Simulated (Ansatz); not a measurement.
# KNb3O: the cost of one run

Program: Ansatz 0.2.0. Level of theory: DFT PBE, scalar-relativistic, plane waves, PAW. These are calculated values, not measurements.

2 further runs of the same task are left out: 1 that didn't finish, 1 set aside as unsound or not needed.

## 1. Starting point

The structure is tetragonal, space group P4/mmm (No. 123). The conventional cell has a = 4.065 Å, b = 4.065 Å, c = 6.909 Å, α = 90.00°, β = 90.00°, γ = 90.00°. Around K (site symmetry 4/mmm) lie 4 O at 2.87 Å. Nb (site symmetry 4/mmm) is surrounded by 8 Nb at 3.04 Å and 2 K at 3.45 Å. Nb (site symmetry 4mm) is surrounded by 1 Nb at 1.99 Å and 1 O at 2.46 Å. O (site symmetry 4/mmm) is surrounded by 2 Nb at 2.46 Å and 4 K at 2.87 Å.

As a file:

```
CELL_PARAMETERS angstrom
4.06532 0.00000 0.00000
0.00000 4.06532 0.00000
0.00000 0.00000 6.90949
ATOMIC_POSITIONS crystal
K 0.50000 0.50000 0.50000
Nb 0.50000 0.50000 0.00000
Nb 0.00000 0.00000 0.85585
Nb 0.00000 0.00000 0.14415
O 0.00000 0.00000 0.50000
```

Recipe of the guess: random cell by space group and Wyckoff sites (P4/mmm, No. 123). Lengths come from tabulated atomic sizes and are only a guess.

## 2. The guess as it stands, on a coarse mesh

Input file input.yaml:

```yaml
crystal:
  lattice:
    - [4.06531557, 0.0, 0.0]
    - [0.0, 4.06531557, 0.0]
    - [0.0, 0.0, 6.90948656]
  atoms:
    - { symbol: K, position: [0.5, 0.5, 0.5] }
    - { symbol: Nb, position: [0.5, 0.5, 0.0] }
    - { symbol: Nb, position: [0.0, 0.0, 0.85585336] }
    - { symbol: Nb, position: [0.0, 0.0, 0.14414664] }
    - { symbol: O, position: [0.0, 0.0, 0.5] }
basis:
  ecutwfc: 420
kpoints:
  mp_grid: { grid: [4, 4, 4] }
hamiltonian:
  xc: pbe
scf:
  occupations: { method: gaussian, width: 0.1 }
  lower_state_search: "off"
output:
  forces: true
  stress: true
  eigenvalues: true
```

The run is started by

```console
> ansatz run input.yaml --threads 1 --pin off --max-ram 2560MiB --backend cpu --events-out ev --progress --plain --runs-dir out
```

What time and memory should one allow on 1 thread of Intel Xeon 6975P-C (Granite Rapids), shared host?

About 2.4 s, with a peak of 0.44 GiB.
